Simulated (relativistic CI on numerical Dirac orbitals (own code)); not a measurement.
**Kr XXII (Kr²¹⁺): levels and lines**

What are the lowest levels and the strongest lines of Kr²¹⁺? One CI run answers it; runs with one setting changed show what the result hangs on.

Method: Dirac-Coulomb-Breit CI, KLI orbitals optimised for each configuration, model QED (radiative potential, 1s self-energy scaled to tabulated hydrogen-like ionisation energies). Code: relativistic CI on numerical Dirac orbitals (own code) version 4.

## (1) Starting point

```
ion                       : Kr²¹⁺ (Kr XXII)
nuclear charge            : 36
electrons                 : 15
isotope                   : A = 84
first configuration typed : [Ne] 3s2 3p3
```

Outer shells as boxes (Hund's rule):

first configuration typed
```
[Ne] core
3s [↑↓]
3p [↑ ][↑ ][↑ ]
```

## (2) Base run

Settings, as recorded:

```ini
atom Kr  Z=36  charge=21  electrons=15
nucleus A=84  rms_radius_fm=4.1884
hamiltonian dirac-coulomb  breit=on  qed=on  c_scale=1
orbitals kli  potential=per-configuration
slater_scale 1
correlation none
mixing on
configurations
  [Ne] 3s2 3p3
  [Ne] 3s 3p4
  [Ne] 3s2 3p2 3d
  [Ne] 3p5
  [Ne] 3s 3p3 3d
  [Ne] 3p4 3d
  [Ne] 3s 3p2 3d2
  [Ne] 3s2 3p 3d 4p
  [Ne] 3p4 4s
  [Ne] 3s2 3p2 4s
  [Ne] 3p4 4p
  [Ne] 3s 3p2 3d 4s
  [Ne] 3s2 3p2 4p
  [Ne] 3s2 3p2 4d
  [Ne] 3s 3p3 4s
  [Ne] 3p3 3d 4p
  [Ne] 3s2 3p2 4f
  [Ne] 3s 3p3 4p
  [Ne] 3s 3p3 4d
  [Ne] 3s 3p3 4f
  [Ne] 3s2 3p2 5s
  [Ne] 3s2 3p2 5p
  [Ne] 3s2 3p 4s 4p
  [Ne] 3s2 3p2 5d
  [Ne] 3s2 3p2 5f
  [Ne] 3s2 3p2 5g
  [Ne] 3s 3p2 4s2
  [Ne] 3s 3p3 5s
  [Ne] 3s2 3p 3d2
  [Ne] 3s2 3d3
  [Ne] 3s 3p 3d3
  [Ne] 3s2 3d2 4s
  [Ne] 3s2 3d2 4p
  [Ne] 3s2 3d2 4d
  [Ne] 3p3 3d2
  [Ne] 3p2 3d3
  [Ne] 3p2 3d2 4s
  [Ne] 3p2 3d2 4p
  [Ne] 3p2 3d2 4d
  [Ne] 3s2 3p 3d 4s
  [Ne] 3s 3p 3d2 4s
  [Ne] 3s2 3d 4s2
  [Ne] 3s2 3d 4s 4p
  [Ne] 3s2 3d 4s 4d
  [Ne] 3s 3p2 3d 4p
  [Ne] 3s 3p 3d2 4p
  [Ne] 3s 3p 3d 4s 4p
  [Ne] 3s 3p 3d 4p2
  [Ne] 3s 3p 3d 4p 4d
  [Ne] 3p3 3d 4s
  [Ne] 3p2 3d 4s2
  [Ne] 3p2 3d 4s 4p
  [Ne] 3p2 3d 4s 4d
  [Ne] 3s2 3p 4s2
  [Ne] 3s 3p 3d 4s2
  [Ne] 3s2 4s2 4p
  [Ne] 3s2 4s2 4d
  [Ne] 3s2 3p 4p2
  [Ne] 3s2 3d 4p2
  [Ne] 3s2 4s 4p2
  [Ne] 3s2 4p3
  [Ne] 3s2 4p2 4d
  [Ne] 3s 3p2 4s 4p
  [Ne] 3s 3p 4s2 4p
  [Ne] 3s 3p 4s 4p2
  [Ne] 3s 3p 4s 4p 4d
end
```

Run with:

```bash
$ python run_levels.py task.json out
```

task.json lists these runs, among others, and the program works through them in turn.

## (3) Slater integrals scaled by 0.9

The settings differ from step 2 so:

```diff
@@ -4,3 +4,3 @@
 orbitals kli  potential=per-configuration
-slater_scale 1
+slater_scale 0.9
 correlation none
```

## (4) Without QED terms

The settings differ from step 3 so:

```diff
@@ -2,5 +2,5 @@
 nucleus A=84  rms_radius_fm=4.1884
-hamiltonian dirac-coulomb  breit=on  qed=on  c_scale=1
+hamiltonian dirac-coulomb  breit=on  qed=off  c_scale=1
 orbitals kli  potential=per-configuration
-slater_scale 0.9
+slater_scale 1
 correlation none
```

## (5) The first 3 configurations alone

Settings, as recorded:

```ini
atom Kr  Z=36  charge=21  electrons=15
nucleus A=84  rms_radius_fm=4.1884
hamiltonian dirac-coulomb  breit=on  qed=on  c_scale=1
orbitals kli  potential=per-configuration
slater_scale 1
correlation none
mixing on
configurations
  [Ne] 3s2 3p3
  [Ne] 3s 3p4
  [Ne] 3s2 3p2 3d
end
```

(Steps that only read results are left out.)

Before running it: what results should come out? Wanted: lowest level; first excitation; lowest level of the other parity; fastest E1 line; ionisation energy.

**Answer**, as computed:

| run | time | mean size of shift, levels followed (cm⁻¹) | lowest level | ionisation energy (eV) |
| --- | --- | --- | --- | --- |
| main run | 15 s | 0 | 3p3 4S°3/2 | 935.56 |
| Slater integrals scaled by 0.9 | 13 s | 5226 | 3p3 4S°3/2 | 935.10 |
| without QED terms | 12 s | 973 | 3p3 4S°3/2 | 935.56 |
| the first 3 configurations alone | 0.14 s | 9570 | 3p3 4S°3/2 | - |

The semi-empirical ionisation energy (NIST) is 945 eV.

| quantity | value |
| --- | --- |
| lowest level | 3p3 4S°3/2 |
| first excitation | 3p3 2D°3/2, 79169 cm⁻¹ |
| lowest level of the other parity | 3s 3p4 4P5/2, 513167 cm⁻¹ |
| levels in the model | 7833 |
| fastest E1 line (by rate) to the lowest level among the lowest 400 of 7833 levels | 11.06 nm, from 3p2 3d 4P5/2 |
| ionisation energy | 935.56 eV |
| ionisation energy, semi-empirical (NIST) | 945 eV |

What this shows: 3p3 4S°3/2 comes out lowest; its LS label holds 69 % and its jj label 74 %; over the low levels the means are 68 and 69 %, so they are in intermediate coupling. Against the semi-empirical ionisation energy the result lies 1.00 % low. The largest mover is «the first 3 configurations alone» (9570 cm⁻¹ on average). Lifetimes count radiative decay inside the model alone.
